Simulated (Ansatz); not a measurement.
I need a geometry optimisation of AlFH₅PSi, SMILES F[SiH2][PH][AlH2]. Use Ansatz's Python interface. Level of theory: Hartree-Fock, cc-pVDZ basis, multiplicity 1.

Contents of `alfh5psi.xyz`:
```text
9

F    -0.68160    2.71330    0.94750
Si   -0.79840    1.18560    0.32280
P     0.92360    0.05100    1.02580
Al    0.63590   -1.75150   -0.37900
H    -2.02470    0.52530    0.76860
H    -0.78770    1.25430   -1.14750
H     1.91900    0.69870    0.14040
H    -0.79300   -1.86920   -1.15300
H     1.69560   -2.85390   -0.54280
```

The script, `run_opt.py`:
```python
'''Relax the AlFH5PSi molecule.'''

import itertools

import ansatz
from ase.data import atomic_numbers, covalent_radii
import numpy as np

molecule = ansatz.Crystal.molecule_from_extxyz('alfh5psi.xyz')

calc = (
    molecule.calculation()
    .basis(gaussian='cc-pVDZ')  # the orbital basis, by name
    .functional('HF')
    .accuracy('medium')
)
symbols = [site.symbol for site in molecule.cartesian_sites]
start = np.array([site.position_ang for site in molecule.cartesian_sites], dtype=float)
def progress(event):
    if event['event'] == 'relax_step':
        row = event['data']
        print(f'step {row["step"]:3d}  E = {row["lagrangian_ev"]:.6f} eV  largest force component {row["allowed_force_max_ev_ang"]:.4f} eV/A')


data = calc.relax(force_tolerance=0.005, max_steps=100).session().plan().execute(on_event=progress).report
end = np.array(data['positions_ang'])

print('reference energy %16.6f eV' % data['reference_energy_ev'])
print('total energy     %16.6f eV' % data['free_energy_ev'])
print('occupied orbitals outside the frozen core (up, down):', data['n_occupied'], ' frozen:', data['n_frozen'], ' virtual:', data['n_virtual'])

# pairs closer than 1.2 times the sum of covalent radii, before or after
radius = [covalent_radii[atomic_numbers[s]] for s in symbols]
span = lambda where, i, j: np.linalg.norm(where[i] - where[j])
bonded = [(i, j) for i, j in itertools.combinations(range(len(symbols)), 2) if min(span(start, i, j), span(end, i, j)) < 1.2 * (radius[i] + radius[j])]
print('pair        before    after (A)')
for i, j in bonded:
    print(f'{symbols[i]}{i}-{symbols[j]}{j}'.ljust(10), f'{span(start, i, j):8.4f} {span(end, i, j):8.4f}')
for first, second in list(itertools.combinations(bonded, 2)):
    shared = set(first) & set(second)
    if shared and symbols[(j := shared.pop())] != 'H':
        i, k = sorted((set(first) | set(second)) - {j})
        u, v = end[i] - end[j], end[k] - end[j]
        angle = np.degrees(np.arccos(np.clip(u @ v / np.linalg.norm(u) / np.linalg.norm(v), -1, 1)))
        print(f'final angle {symbols[i]}{i}-{symbols[j]}{j}-{symbols[k]}{k}: {angle:.2f} deg')
with open('alfh5psi_opt.xyz', 'w') as handle:
    handle.write(f'{len(symbols)}\nrelaxed AlFH5PSi\n')
    handle.writelines(f'{s:2s} {x:11.6f} {y:11.6f} {z:11.6f}\n' for s, (x, y, z) in zip(symbols, end))
```

```console
$ python run_opt.py
step   1  E = -26503.702208 eV  largest force component 1.8342 eV/A
step   2  E = -26503.879351 eV  largest force component 0.5236 eV/A
step   3  E = -26503.900799 eV  largest force component 0.3760 eV/A
step   4  E = -26503.916108 eV  largest force component 0.1839 eV/A
step   5  E = -26503.937097 eV  largest force component 0.0810 eV/A
step   6  E = -26503.949098 eV  largest force component 0.0697 eV/A
step   7  E = -26503.955394 eV  largest force component 0.0373 eV/A
step   8  E = -26503.955032 eV  largest force component 0.1044 eV/A
step   9  E = -26503.956859 eV  largest force component 0.0263 eV/A
step  10  E = -26503.957012 eV  largest force component 0.1098 eV/A
step  11  E = -26503.957480 eV  largest force component 0.0630 eV/A
step  12  E = -26503.958154 eV  largest force component 0.0105 eV/A
step  13  E = -26503.958179 eV  largest force component 0.0253 eV/A
step  14  E = -26503.958240 eV  largest force component 0.0166 eV/A
step  15  E = -26503.958254 eV  largest force component 0.0105 eV/A
step  16  E = -26503.958264 eV  largest force component 0.0023 eV/A
reference energy    -26503.958264 eV
total energy        -26503.958264 eV
occupied orbitals outside the frozen core (up, down): [28, 28]  frozen: 0  virtual: [65, 65]
pair        before    after (A)
F0-Si1       1.6546   1.6371
Si1-P2       2.1787   2.2475
Si1-H4       1.4624   1.4792
Si1-H5       1.4719   1.4800
P2-Al3       2.3033   2.3412
P2-H6        1.4813   1.4160
Al3-H7       1.6293   1.5821
Al3-H8       1.5379   1.5808
final angle F0-Si1-P2: 108.79 deg
final angle F0-Si1-H4: 107.58 deg
final angle F0-Si1-H5: 105.68 deg
final angle P2-Si1-H4: 108.78 deg
final angle P2-Si1-H5: 114.66 deg
final angle Si1-P2-Al3: 103.61 deg
final angle Si1-P2-H6: 100.14 deg
final angle H4-Si1-H5: 111.06 deg
final angle Al3-P2-H6: 100.05 deg
final angle P2-Al3-H7: 119.05 deg
final angle P2-Al3-H8: 118.35 deg
final angle H7-Al3-H8: 122.41 deg
```

`alfh5psi_opt.xyz`, as written:
```text
9
relaxed AlFH5PSi
F    -0.796572    2.695869    1.149020
Si   -0.789346    1.345699    0.223281
P     0.857596   -0.009459    0.932229
Al    0.580134   -1.938632   -0.364853
H    -2.086368    0.662262    0.420018
H    -0.643106    1.817868   -1.171714
H     1.964290    0.575994    0.270813
H    -0.866495   -2.561189   -0.515950
H     1.868567   -2.634811   -0.960043
```

Notes:
- The settings weren't tested for convergence.
- The end point is the stationary point reached from this start; no frequency run checks that it is a minimum, and the basis set is modest.
- It ran for 38 s on 1 thread of Arm Neoverse V2, with other jobs on the host, peak memory 0.26 GiB.

(Lines on the test bed's own set-up are left out of the output.)
